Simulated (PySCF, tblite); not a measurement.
# C3H9NO3Si2: geometry, infrared bands and NMR shifts

What infrared bands and NMR shifts should C3H9NO3Si2 (`C#C[Si](O)(O)O[SiH2]NC`) show?

Programs: tblite 0.8.0 and PySCF 2.14.0, with density-fitted response routines of our own. Each step states its level of theory. These are calculated values for one molecule in the gas phase, unless marked as measured. Atoms count from 0, in the outputs and in this text.

## (1) The molecule as given

18 atoms, charge 0, multiplicity 1; geometry from: force field or distance geometry start.

Bonds of the start (Å): C0–C1 1.21, C1–Si2 1.83, Si2–O3 1.74, Si2–O4 1.71, Si2–O5 1.69, O5–Si6 1.70, Si6–N7 1.79, N7–C8 1.45, C0–H9 1.07, O3–H10 0.99, O4–H11 1.00, Si6–H12 1.44, Si6–H13 1.49, N7–H14 1.05, C8–H15 1.11, C8–H16 1.11, C8–H17 1.12.

## (2) Optimising the geometry with GFN2-xTB

What the job is given:

```
{"job": {"kind": "relax", "xc": "GFN2-xTB", "basis": "xTB"}, "charge": 0, "multiplicity": 1}
C     -3.868700    -0.355400     1.829500
C     -3.028000    -0.376500     0.955800
Si    -1.743400    -0.408200    -0.352200
O     -2.417000    -1.191000    -1.750100
O     -1.394900     1.231700    -0.713300
O     -0.379800    -1.232500     0.202600
Si     1.076200    -0.800800    -0.559100
N      2.028500     0.392400     0.371000
C      3.374400    -0.127600     0.557500
H     -4.631500    -0.344400     2.582700
H     -3.318700    -0.844600    -1.962400
H     -1.079700     1.259900    -1.657200
H      0.795600    -0.246500    -1.859600
H      1.895100    -2.041500    -0.697500
H      1.534200     0.573300     1.275500
H      4.007700     0.383300    -0.194400
H      3.396800    -1.224400     0.372500
H      3.744300     0.094400     1.586900
```

Started as:

```
$ OMP_NUM_THREADS=1 python probes_run.py task.json out
```

This one command runs all jobs of the session in turn.

**Question.** This job is followed by: GFN2-xTB harmonic vibrations, gas phase; GIAO PBE0/pcSseg-1 NMR shielding, non-relativistic, gas phase. Predict these results of the whole session: strongest single infrared mode (GFN2-xTB); zero-point energy (GFN2-xTB); 13C shifts against TMS (PBE0/pcSseg-1); 1H shifts against TMS (PBE0/pcSseg-1, means over atoms taken as alike); 29Si shifts against TMS (PBE0/pcSseg-1); 17O shifts against H2O (PBE0/pcSseg-1, means over atoms taken as alike); 15N shifts against NH3 (PBE0/pcSseg-1).

**Answer**, as computed:

| quantity | value |
| --- | --- |
| strongest single infrared mode (GFN2-xTB) | 1079 cm⁻¹, 786 km/mol |
| zero-point energy (GFN2-xTB) | 75.9 kcal/mol |
| 13C shifts against TMS (PBE0/pcSseg-1) | 95.5, 88.1, 27.7 ppm |
| 1H shifts against TMS (PBE0/pcSseg-1, means over atoms taken as alike) | 5.27, 2.71, 2.17, 1.57, -0.03 ppm |
| 29Si shifts against TMS (PBE0/pcSseg-1) | -34.5, -80.5 ppm |
| 17O shifts against H2O (PBE0/pcSseg-1, means over atoms taken as alike) | 74.1, 58.6 ppm |
| 15N shifts against NH3 (PBE0/pcSseg-1) | 17.7 ppm |

In words: Over 168 steps the energy fell by 1.380 eV; of the close pairs, Si2–O3 changed most, 1.738 to 1.619 Å. The lowest mode is slightly imaginary (9i cm⁻¹), a soft motion within the noise of the Hessian, so the minimum is not strictly shown. The strongest single mode, at 1079 cm⁻¹, moves mainly O5. GFN2-xTB is a fitted tight-binding method: band positions and strengths are rough. Its intensities can rank the bands wrongly. At PBE0/pcSseg-1: The widest tensor belongs to C1: span 291 ppm, with a paramagnetic part of -164 ppm.
